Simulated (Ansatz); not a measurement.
# Bi2Te3: the cost of one run

Computed with Ansatz 0.2.0 (DFT PBE+D3(BJ), scalar-relativistic, plane waves, PAW, unless a step's input says otherwise).

1 further run of the same task is left out (set aside as unsound or not needed). Runs told in other sessions of the task aren't counted.

## Step 1: The starting structure

Symmetry: R-3m, No. 166, trigonal system. Conventional cell: a = 4.388 Å, b = 4.388 Å, c = 30.304 Å, α = 90.00°, β = 90.00°, γ = 120.00°. Around Bi (site symmetry 3m) lie 6 Te at 3.07 to 3.24 Å. Te (site symmetry -3m) has 6 Bi at 3.24 Å in its first shell of neighbours. Te (site symmetry 3m) is surrounded by 3 Bi at 3.07 Å.

Structure file:

```
CELL_PARAMETERS angstrom
2.19388 1.26664 10.10149
-2.19388 1.26664 10.10149
0.00000 -2.53328 10.10149
ATOMIC_POSITIONS crystal
Bi 0.40011 0.40011 0.40011
Bi 0.59989 0.59989 0.59989
Te 0.00000 0.00000 0.00000
Te 0.20944 0.20944 0.20944
Te 0.79056 0.79056 0.79056
```

It is the result of an earlier relaxation at this level (volume 33.68 Å³/atom; gap on the mesh: 0.26 eV).

## Step 2: The bulk's band edges

The input, input.yaml:

```yaml
crystal:
  lattice:
    - [2.1938840767, 1.2666395623, 10.1014874575]
    - [-2.1938840767, 1.2666395623, 10.1014874575]
    - [0.0, -2.5332791246, 10.1014874575]
  atoms:
    - { symbol: Bi, position: [0.4001103133, 0.4001103133, 0.4001103133] }
    - { symbol: Bi, position: [0.5998896867, 0.5998896867, 0.5998896867] }
    - { symbol: Te, position: [0.0, 0.0, 0.0] }
    - { symbol: Te, position: [0.2094351937, 0.2094351937, 0.2094351937] }
    - { symbol: Te, position: [0.7905648063, 0.7905648063, 0.7905648063] }
basis:
  ecutwfc: 420
kpoints:
  mp_grid: { grid: [9, 9, 9] }
  band_path: { path: [VBM, CBM], npoints: 2 }
hamiltonian:
  xc: pbe
  dispersion: d3bj
scf:
  occupations: { method: gaussian, width: 0.02 }
output:
  forces: true
  stress: true
  eigenvalues: true
  write_density: true
  write_potential: true
  elf: true
  volumetric_format: npy
```

The run is started by

```sh
> ansatz run input.yaml --threads 8 --pin off --max-ram 15360MiB --backend cpu --events-out ev --progress --plain --runs-dir out
```

Q: Estimate wall time and peak memory on 8 threads of Intel Xeon at 2.70GHz, shared host.

About 19 s, with a peak of 1 GiB.
